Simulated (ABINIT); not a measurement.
# ZrB (Fm-3m) in ABINIT: notebook, part 2 of 2

ABINIT 10.8.3 (patched build). Earlier steps stand in the parts before.

**3. Single point, LDA (cell relaxed)**

File run.abi:

```
# Pseudopotentials
pp_dirpath "./"
pseudos "Zr.upf, B.upf"

# Structure
acell 3*1.0
rprim
     0.0000000000     4.5659741202     4.5659741202
     4.5659741202     0.0000000000     4.5659741202
     4.5659741202     4.5659741202     0.0000000000
ntypat 2
znucl 40 5
natom 2
typat 1 2
xred
     0.0000000000     0.0000000000     0.0000000000
     0.5000000000     0.5000000000     0.5000000000
chkprim 0
chksymtnons 0
tolsym 1.0e-6

# Plane-wave basis
ecut 1034.032677 eV

# k points
kptopt 1
ngkpt 8 8 8
nshiftk 1
shiftk 0.0 0.0 0.0

# Exchange and correlation
ixc 7

# Bands and occupations
nband 12
occopt 3
tsmear 0.05 eV

# SCF cycle
nstep 100
tolvrs 1.0e-10

# Output
iomode 3
prtwf 0
prteig 0
prtebands 0
enunit 2
prtden 1
prtvha 1
prtvclmb 1
prtpot 1
prtelf 1
```

Potentials or basis: PseudoDojo NC SR LDA v0.4 stringent.

Launch:

```sh
mpirun --bind-to none -np 4 abinit run.abi > log 2>&1
```

run.abo:

```text
.Version 10.8.3 of ABINIT
 Symmetries : space group Fm -3 m (#225); Bravais cF (face-center cubic)
================================================================================
 Values of the parameters that define the memory need of the present run
     intxc =       0    ionmov =       0      iscf =       7    lmnmax =       6
     lnmax =       6     mgfft =      36  mpssoang =       3    mqgrid =    3001
     natom =       2  nloc_mem =       1    nspden =       1   nspinor =       1
    nsppol =       1      nsym =      48    n1xccc =    2501    ntypat =       2
    occopt =       3   xclevel =       1
       mpw =        2148          nfft =       46656          nkpt =          29
================================================================================
================================================================================

--------------------------------------------------------------------------------
------------- Echo of variables that govern the present computation ------------
--------------------------------------------------------------------------------
 -outvars: echo values of preprocessed input variables --------
            acell      1.0000000000E+00  1.0000000000E+00  1.0000000000E+00 Bohr
              amu      9.12240000E+01  1.08110000E+01
          chkprim           0
      chksymtnons           0
             ecut      3.80000000E+01 Hartree
           enunit           2
              ixc           7
         kptrlatt        8    0    0      0    8    0      0    0    8
          kptrlen      5.16581002E+01
            natom           2
            nband          12
            ngfft          36      36      36
             nkpt          29
            nstep         100
             nsym          48
           ntypat           2
           occopt           3
        prtebands           0
           prteig           0
           prtelf           1
           prtpot           1
         prtvclmb           1
           prtvha           1
            prtwf           0
            rprim      0.0000000000E+00  4.5659741202E+00  4.5659741202E+00
                       4.5659741202E+00  0.0000000000E+00  4.5659741202E+00
                       4.5659741202E+00  4.5659741202E+00  0.0000000000E+00
          spgroup         225
[... 144 lines left out ...]
    2     -0.00000000000000    -0.00000000000000    -0.00000000000000
 frms,max,avg= 0.0000000E+00 0.0000000E+00   0.000E+00  0.000E+00  0.000E+00 h/b

 cartesian forces (eV/Angstrom) at end:
    1     -0.00000000000000    -0.00000000000000    -0.00000000000000
    2     -0.00000000000000    -0.00000000000000    -0.00000000000000
 frms,max,avg= 0.0000000E+00 0.0000000E+00   0.000E+00  0.000E+00  0.000E+00 e/A
 length scales=  1.000000000000  1.000000000000  1.000000000000 bohr
              =  0.529177210544  0.529177210544  0.529177210544 angstroms
 Fermi (or HOMO) energy (hartree) =   0.34914   Average Vxc (hartree)=  -0.44436
 Eigenvalues (hartree) for nkpt=  29  k points:
 kpt#   1, nband= 12, wtk=  0.00195, kpt=  0.0000  0.0000  0.0000 (reduced coord)
  -1.38495   -0.57131   -0.57131   -0.57131    0.05280    0.41255    0.41255    0.41255
   0.46905    0.46906    0.47858    0.47858
      occupation numbers for kpt#   1
   2.00000    2.00000    2.00000    2.00000    2.00000    0.00000    0.00000    0.00000
   0.00000    0.00000    0.00000    0.00000
 prteigrs : prtvol=0 or 1, do not print more k-points.

 Fermi (or HOMO) energy (eV) =   9.50071   Average Vxc (eV)= -12.09169
 Eigenvalues (   eV  ) for nkpt=  29  k points:
 kpt#   1, nband= 12, wtk=  0.00195, kpt=  0.0000  0.0000  0.0000 (reduced coord)
 -37.68637  -15.54626  -15.54626  -15.54626    1.43680   11.22617   11.22617   11.22617
  12.76361   12.76364   13.02294   13.02294
 prteigrs : prtvol=0 or 1, do not print more k-points.

--- !EnergyTerms
iteration_state     : {dtset: 1, }
comment             : Components of total free energy in Hartree
kinetic             :  1.63563718953234E+01
hartree             :  6.80577369271164E+00
xc                  : -1.12100248776985E+01
Ewald energy        : -4.27041768369827E+01
psp_core            :  1.73876362287629E+00
local_psp           : -3.00175220433117E+01
non_local_psp       :  5.36105731020158E+00
internal            : -5.36697572368801E+01
'-kT*entropy'       : -4.04746384263913E-04
total_energy        : -5.36701619832643E+01
total_energy_eV     : -1.46043950761097E+03
band_energy         : -4.44129693785688E+00
...

 Cartesian components of stress tensor (hartree/bohr^3)
  sigma(1 1)=  1.57673597E-06  sigma(3 2)=  0.00000000E+00
  sigma(2 2)=  1.57673597E-06  sigma(3 1)=  0.00000000E+00
  sigma(3 3)=  1.57673597E-06  sigma(2 1)=  0.00000000E+00

-Cartesian components of stress tensor (GPa)         [Pressure= -4.6389E-02 GPa]
- sigma(1 1)=  4.63891739E-02  sigma(3 2)=  0.00000000E+00
- sigma(2 2)=  4.63891739E-02  sigma(3 1)=  0.00000000E+00
- sigma(3 3)=  4.63891739E-02  sigma(2 1)=  0.00000000E+00

== END DATASET(S) ==============================================================
================================================================================

 -outvars: echo values of variables after computation  --------
            acell      1.0000000000E+00  1.0000000000E+00  1.0000000000E+00 Bohr
           etotal     -5.3670161983E+01
            fcart     -0.0000000000E+00 -0.0000000000E+00 -0.0000000000E+00
                      -0.0000000000E+00 -0.0000000000E+00 -0.0000000000E+00
            rprim      0.0000000000E+00  4.5659741202E+00  4.5659741202E+00
                       4.5659741202E+00  0.0000000000E+00  4.5659741202E+00
                       4.5659741202E+00  4.5659741202E+00  0.0000000000E+00
           strten      1.5767359729E-06  1.5767359729E-06  1.5767359729E-06
                       0.0000000000E+00  0.0000000000E+00  0.0000000000E+00
           xangst      0.0000000000E+00  0.0000000000E+00  0.0000000000E+00
                       2.4162094483E+00  2.4162094483E+00  2.4162094483E+00
             xred      0.0000000000E+00  0.0000000000E+00  0.0000000000E+00
                       5.0000000000E-01  5.0000000000E-01  5.0000000000E-01
 Calculation completed.
```

Run time: 6.4 s. Hardware: 4 MPI ranks of Arm Neoverse V2, shared host; peak memory 0.28 GiB.

Results:

* Free energy: -1460.4395 eV
* Pressure: 0.0 GPa
* Band gap on the k mesh: none (metal or under the smearing width)
* Valence electrons inside the program's atomic spheres: Zr 8.42; B 2.41

**4. Single point, PBE+D3(BJ)**

File run.abi:

```
pp_dirpath "./"
pseudos "40_Zr_12_2.0_2.5_pbe_n_v1.0.psp8, 05_B_3_1.5_1.7_pbe_n_v1.0.psp8"

acell 3*1.0
rprim
     0.0000000000     4.3936132398     4.3936132398
     4.3936132398     0.0000000000     4.3936132398
     4.3936132398     4.3936132398     0.0000000000
ntypat 2
znucl 40 5
natom 2
typat 1 2
xred
     0.0000000000     0.0000000000     0.0000000000
     0.5000000000     0.5000000000     0.5000000000

ecut 22.0

kptopt 1
ngkpt 8 8 8
nshiftk 1
shiftk 0.0 0.0 0.0

ixc 11
vdw_xc 7

nband 12
occopt 3
tsmear 0.05 eV

nstep 100
tolvrs 1.0e-10

iomode 3
prtwf 0
prtden 0
prteig 0
prtebands 0
```

Potentials or basis: SPMS NC PBE v1.0.

Launch:

```sh
mpirun --bind-to none -np 4 abinit run.abi > log 2>&1
```

Run time: 4.5 s. Hardware: 4 MPI ranks of Intel Xeon 6975P-C (Granite Rapids), shared host; peak memory 0.24 GiB.

It converged, with:

| Quantity | Value |
| --- | --- |
| Free energy | -1468.4952 eV |
| Band gap on the k mesh | none (metal or under the smearing width) |
| Valence electrons inside the program's atomic spheres | Zr 8.53; B 2.60 |

Levels at points of the mesh, in eV from the Fermi level:
| k point | band 5 | band 6 | band 7 | band 8 | band 9 | band 10 | band 11 | band 12 |
| --- | --- | --- | --- | --- | --- | --- | --- | --- |
| (0.00, 0.00, 0.00) | -8.36 | 1.89 | 1.89 | 1.89 | 3.67 | 3.67 | 3.86 | 3.86 |
| (0.50, 0.00, 0.00) | -4.22 | -3.64 | -1.44 | -1.44 | 5.74 | 5.74 | 7.34 | 8.37 |
| (0.50, 0.50, 0.00) | -6.53 | -1.15 | -0.33 | 2.56 | 2.56 | 5.44 | 6.90 | 6.90 |

Caveat: the cutoff is too short for stress, so the log's stress isn't used; pairwise dispersion overbinds metals, which lowers pressure and volume.

**5. The runs side by side**

```tsv
task	level	potentials or basis	cell	cutoff (eV)	cell freedom (optcell)	optimiser (ionmov)	cutoff smearing ecutsm (Ha)	force stop (Ha/bohr)	gap on the mesh (eV)	pressure (GPa)
relaxation of cell and atoms	LDA	PseudoDojo NC SR LDA v0.4 stringent	relaxed	1034	2	2	0.5	2e-05	none	0.0
single point	LDA	PseudoDojo NC SR LDA v0.4 stringent	cell relaxed	1034	-	-	-	-	none	0.0
single point	PBE+D3(BJ)	SPMS NC PBE v1.0	as given	599	-	-	-	-	none	-
```

Alike in all rows: no spin polarisation; k mesh 8 × 8 × 8; smearing fermi-dirac 0.05 eV.

Caveats: pairwise dispersion overbinds metals, which lowers pressure and volume (some runs).

Total energies depend on the potentials used, so only differences within one code and one set of settings carry meaning.
